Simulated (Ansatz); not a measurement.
**BClF2 (chlorodifluoroborane) at RPA@PBE/STO-3G**

What is the electronic atomisation energy of BClF2 (chlorodifluoroborane) at RPA@PBE/STO-3G? 

The results are computed with Ansatz 0.2.0.

66 further runs of the same task are left out: 7 that didn't finish, 59 set aside as unsound or not needed.

## Step 1: Starting point

The species is BClF2 (4 atoms), meant as a singlet with charge 0. SMILES: `FB(F)Cl`. Geometry: relaxed at PBE0-D4/def2-TZVP.

Bond lengths: F1–B2 1.310 Å, B2–F3 1.310 Å, B2–Cl4 1.740 Å. Angles: F1–B2–F3 119.0°, F1–B2–Cl4 120.5°, F3–B2–Cl4 120.5°.

## Step 2: A single-point energy at RPA@PBE/STO-3G

job.yaml reads:

```yaml
crystal:
  periodic: [false, false, false]
  atoms:
    - {symbol: F, position_ang: [-0.173700, -1.254300, -0.546300]}
    - {symbol: B, position_ang: [-0.067100, -0.041300, -0.062000]}
    - {symbol: F, position_ang: [-1.011600, 0.830100, -0.317700]}
    - {symbol: Cl, position_ang: [1.307900, 0.405300, 0.905700]}
basis:
  gaussian:
    orbitals: STO-3G
hamiltonian:
  xc: pbe
correlation:
  method: rpa
  frozen_orbitals: {B: 1, Cl: 5, F: 1}
accuracy: high
```

On the command line:

```
$ ansatz run job.yaml --threads 1 --pin off --max-ram 2610MiB --events-out events.jsonl --progress --plain --runs-dir runs
```

Output:

```text
Warning: RAYON_NUM_THREADS=1 ignored (pool sized by the plan → 1); use --threads N
Functional definition: PBE
  name "PBE"
  parameter kappa = 0.804
  parameter beta = 0.06672455060314922
  exchange = pbe_x(kappa = kappa, mu = beta*pi^2/3)
  correlation = pbe_c(beta = beta)
443 factors; integrals over basis functions are off by at most 3.2e-8 eV
mean field evaluation 1: about -18400.8502 eV, gradient 1.5e1 eV
mean field evaluation 2: about -18400.8072 eV, gradient 1.5e1 eV
mean field evaluation 4: about -18401.7612 eV, gradient 1.1e0 eV
mean field evaluation 8: about -18401.7641 eV, gradient 1.3e-2 eV
mean field evaluation 16: about -18401.7641 eV, gradient 2.0e-8 eV
mean field -18401.76414887 eV, -676.2523593071 hartree, gradient 2.0e-8 eV, S^2 0.000000; 0 other end points of the search recorded, 0 dependent functions left out
8 core orbitals not correlated: weight in the atoms' cores, before any rotation towards them, 1.000 or more for the frozen orbitals, at most 0.000 for the correlated occupied ones
reference -18371.95675829 eV, -675.1569579076 hartree; 12, 12 occupied and 4, 4 virtual orbitals, 443 factors
Total energy: -18377.33127429 eV, -675.3544677276 hartree
```

It took 1.9 s on 1 thread of Arm Neoverse V1, shared host; peak memory 0.1 GiB.

## Step 3: The B atom

in.yaml reads:

```yaml
crystal:
  periodic: [false, false, false]
  atoms:
    - symbol: B
      position_ang: [0.000000, 0.000000, 0.000000]
basis:
  gaussian:
    orbitals: STO-3G
hamiltonian:
  xc: {name: PBE}
correlation:
  method: rpa
  frozen_orbitals: {B: 1}
accuracy: high
magnetization:
  spin_polarized: true
  initial_magnetization: 1
```

On the command line:

```
$ ansatz run in.yaml --threads 1 --pin off --max-ram 2610MiB --events-out events.jsonl --progress --plain --runs-dir runs
```

Output (excerpt; [...] marks lines left out):

```text
Warning: RAYON_NUM_THREADS=1 ignored (pool sized by the plan → 1); use --threads N
[... 6 set-up lines as earlier in the session ...]
15 factors; integrals over basis functions are off by at most 8.9e-10 eV
mean field evaluation 1: about -659.1828 eV, gradient 1.2e-6 eV
mean field evaluation 2: about -659.1827 eV, gradient 3.8e-6 eV
mean field evaluation 4: about -659.1827 eV, gradient 8.0e-7 eV
mean field evaluation 8: about -659.1825 eV, gradient 0.0e0 eV
mean field evaluation 16: about -659.1379 eV, gradient 5.5e0 eV
mean field -659.18268237 eV, -24.2245167672 hartree, gradient 0.0e0 eV, S^2 0.750000; 4 other end points of the search recorded, 0 dependent functions left out
1 core orbitals not correlated: weight in the atoms' cores, before any rotation towards them, 1.000 or more for the frozen orbitals, at most 0.000 for the correlated occupied ones
reference -657.12745801 eV, -24.1489886649 hartree; 2, 1 occupied and 2, 3 virtual orbitals, 15 factors
Total energy: -659.23481628 eV, -24.2264326529 hartree
```

Run time: 0.4 s. Hardware: 1 thread of Arm Neoverse V1, shared host.

## Step 4: The Cl atom at the same level

run.yaml reads:

```yaml
crystal:
  periodic: [false, false, false]
  atoms:
    - symbol: Cl
      position_ang: [0.000000, 0.000000, 0.000000]
basis:
  gaussian:
    orbitals: STO-3G
magnetization:
  spin_polarized: true
  initial_magnetization: 1
hamiltonian:
  xc: pbe
correlation:
  method: rpa
  frozen_orbitals: {Cl: 5}
accuracy: high
```

Run the same way, it converges to -454.57165 Eh (log not shown).

## Step 5: The F atom at the same level

job.yaml reads:

```yaml
crystal:
  periodic: [false, false, false]
  atoms:
    - {symbol: F, position_ang: [0.000000, 0.000000, 0.000000]}
basis:
  gaussian:
    orbitals: STO-3G
magnetization:
  spin_polarized: true
  initial_magnetization: 1
hamiltonian:
  xc: {name: PBE}
correlation:
  method: rpa
  frozen_orbitals: {F: 1}
accuracy: high
```

Run the same way, it converges to -98.01752 Eh (log not shown).

## Step 6: Results

At RPA@PBE/STO-3G, 8 core orbitals frozen:

| quantity | value |
| --- | --- |
| molecule: total energy | -675.35447 Eh |
| molecule: RPA correlation energy (valence) | -197.5 mEh |
| B atom: total energy | -24.22643 Eh |
| B atom: RPA correlation energy (valence) | -77.4 mEh |
| B atom: ⟨S²⟩ of the reference determinant | 0.750 |
| Cl atom: total energy | -454.57165 Eh |
| Cl atom: RPA correlation energy (valence) | -29.7 mEh |
| Cl atom: ⟨S²⟩ of the reference determinant | 0.750 |
| F atom: total energy | -98.01752 Eh |
| F atom: RPA correlation energy (valence) | -31.0 mEh |
| F atom: ⟨S²⟩ of the reference determinant | 0.750 |
| electronic atomisation energy | 14.187 eV |

Taking the molecule apart into free atoms costs 14.19 eV (1369 kJ/mol), before zero-point energy and without spin-orbit coupling. In a minimal basis such a difference can be off by several eV, whatever the method.
